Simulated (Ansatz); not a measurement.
# GaH5O: a ladder of functionals and wavefunction methods

One table from this session's results is given with a row withheld; the runs are named, their logs left out.

Method: functionals in def2-TZVPP, the program's frozen cores in correlated methods; program: Ansatz 0.2.0, Gaussian basis.

Levels to be run: LDA (SPW92), PBE-D4, revPBE-D4, BLYP-D4, r2SCAN-D4, B97M-V, PBE0-D4, B3LYP-D4, r2SCANh-D4, r2SCAN0-D4, HSE06-D4, BHLYP-D4, CAM-B3LYP-D4, LC-ωPBE, ωB97X-V, ωB97M-V, B2PLYP, PBE-QIDH; CCSD(T)/def2-SVP; CCSD(T)/def2-TZVPP; MP2/def2-QZVPP; extrapolation to the limit; RPA on PBE.

**Structure used throughout**

The geometry comes from an earlier relaxation with PBE0-D4 in a triple-zeta def2 set; it is a stationary point, not always the lowest conformer.

SMILES `[OH2+][GaH3-]`, 7 atoms, charge 0, spin multiplicity 1.

Atoms are counted from 1 here; the program's logs count them from 0.

Bond lengths: O1–Ga2 2.197 Å, O1–H3 0.962 Å, O1–H4 0.962 Å, Ga2–H5 1.570 Å, Ga2–H6 1.580 Å, Ga2–H7 1.581 Å. Angles: Ga2–O1–H3 108.3°, Ga2–O1–H4 109.4°, H3–O1–H4 106.7°, O1–Ga2–H5 99.8°, O1–Ga2–H6 93.8°, O1–Ga2–H7 94.4°, H5–Ga2–H6 119.5°, H5–Ga2–H7 119.2°, H6–Ga2–H7 118.0°.

Set-up of the first run:

in.yaml

```yaml
crystal:
  periodic: [false, false, false]
  atoms:
    - {symbol: O, position_ang: [-0.244980, -1.218094, -0.170405]}
    - {symbol: Ga, position_ang: [0.157465, 0.941324, -0.135845]}
    - {symbol: H, position_ang: [-0.952880, -1.404318, 0.454557]}
    - {symbol: H, position_ang: [0.531579, -1.693731, 0.141059]}
    - {symbol: H, position_ang: [0.082036, 1.250621, -1.673256]}
    - {symbol: H, position_ang: [-1.084652, 1.265715, 0.785580]}
    - {symbol: H, position_ang: [1.572630, 0.790483, 0.552510]}
basis:
  gaussian: {orbitals: def2-TZVPP}
hamiltonian: {xc: lda}
output: {orbitals: {seedname: orbitals}}
```

Among the steps run: LDA; PBE-D4 (GGA); revPBE-D4 (GGA); BLYP-D4 (GGA); r2SCAN-D4 (meta-GGA); B97M-V (meta-GGA); PBE0-D4 (hybrid); B3LYP-D4 (hybrid); r2SCANh-D4 (hybrid); r2SCAN0-D4 (hybrid); HSE06-D4 (hybrid); BHLYP-D4 (hybrid); CAM-B3LYP-D4 (range-separated); LC-ωPBE-D4 (range-separated; the results give it without D4); ωB97X-V (range-separated); ωB97M-V (range-separated); B2PLYP (double hybrid); PBE-QIDH (double hybrid).

One table of the session follows, with a row left open; its other results are not shown here.

It belongs to the step «Frontier levels by functional». 

| functional | HOMO (eV) | gap (eV) |
| --- | --- | --- |
| LDA (SPW92) | -6.56 | 4.88 |
| PBE-D4 | ? | ? |
| revPBE-D4 | -6.48 | 5.06 |
| BLYP-D4 | -6.42 | 4.90 |
| r2SCAN-D4 | -6.83 | 5.89 |
| B97M-V | -6.93 | 5.62 |
| PBE0-D4 | -7.77 | 7.12 |
| B3LYP-D4 | -7.58 | 6.59 |
| r2SCANh-D4 | -7.29 | 6.61 |
| r2SCAN0-D4 | -7.98 | 7.69 |
| HSE06-D4 | -7.36 | 6.35 |
| BHLYP-D4 | -8.96 | 9.00 |
| CAM-B3LYP-D4 | -9.17 | 9.34 |
| LC-ωPBE | -10.56 | 12.03 |
| ωB97X-V | -10.21 | 11.49 |
| ωB97M-V | -10.01 | 10.93 |

Estimate the missing values for PBE-D4.

**Answer.** HOMO (eV): -6.51; gap (eV): 5.00. In the column «HOMO (eV)» it lies between LDA (SPW92) (-6.56) and revPBE-D4 (-6.48).
